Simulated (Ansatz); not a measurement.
## H3NOSi, SMILES N[Si]O: an atomisation energy, step by step

Computed with the Python package of Ansatz (0.2.0).

The script reads `h3nosi.xyz`:
```text
6

N    -0.82130   -0.00760   -0.26250
Si    0.63740   -0.61580   -0.67930
O     1.48890   -0.19640    0.64190
H    -1.47740   -0.12640   -1.01390
H    -0.79990    1.04360   -0.21500
H     1.01450   -0.16120    1.48260
```

At the Python prompt:
```pycon
>>> from collections import Counter
>>> import ansatz as az
>>> def energy_of(molecule, charge=0, unpaired=0):
...     calc = (
...         molecule.calculation()
...         .basis(gaussian="def2-SVP")
...         .correlation("mp2")
...     )
...     if charge:
...         calc = calc.charge(charge)
...     if unpaired:
...         calc = calc.spin("collinear", total=unpaired)
...     return calc.run(threads=1, pin="off").report["free_energy_ev"]
...
>>> system = az.Crystal.molecule_from_extxyz("h3nosi.xyz")
>>> unpaired = {"N": 3, "Si": 2, "O": 2, "H": 1}
>>> counts = Counter(site.symbol for site in system.cartesian_sites)
>>> atom_energy = {s: energy_of(az.Crystal.molecule().atom(s, (0, 0, 0)), 0, unpaired[s]) for s in counts}

>>> whole = energy_of(system, 0, 0)
>>> for s, e in atom_energy.items():
...     print(f"{s:2s} x{counts[s]}  {e:14.5f} eV")
...
N  x1     -1480.46595 eV
Si x1     -7858.55633 eV
O  x1     -2035.99407 eV
H  x3       -13.58606 eV
>>> print(f"H3NOSi: {whole:.5f} eV")
H3NOSi: -11435.63220 eV
>>> split = sum(counts[s] * e for s, e in atom_energy.items()) - whole
>>> print(f"atomisation energy (no zero-point term): {23.060548 * split:.1f} kcal/mol, {split / sum(counts.values()):.3f} eV an atom")
atomisation energy (no zero-point term): 457.9 kcal/mol, 3.310 eV an atom
```

457.9 kcal/mol from the electronic energies, without the zero-point term.

Notes:
- Total energies depend on the basis set; only differences at equal settings carry meaning.
- The geometry is a force-field or estimated start, not a minimum of this method, and the basis set is short of its limit. All parts are taken at fixed geometry, without zero-point energy.
- In double-zeta sets correlated atomisation energies come out some 10 to 15 % low.
- The whole script took 1.1 s on 1 thread of Arm Neoverse V1, with other jobs on the host, peak memory 0.15 GiB.

(Lines on the test bed's own set-up are left out of the output.)
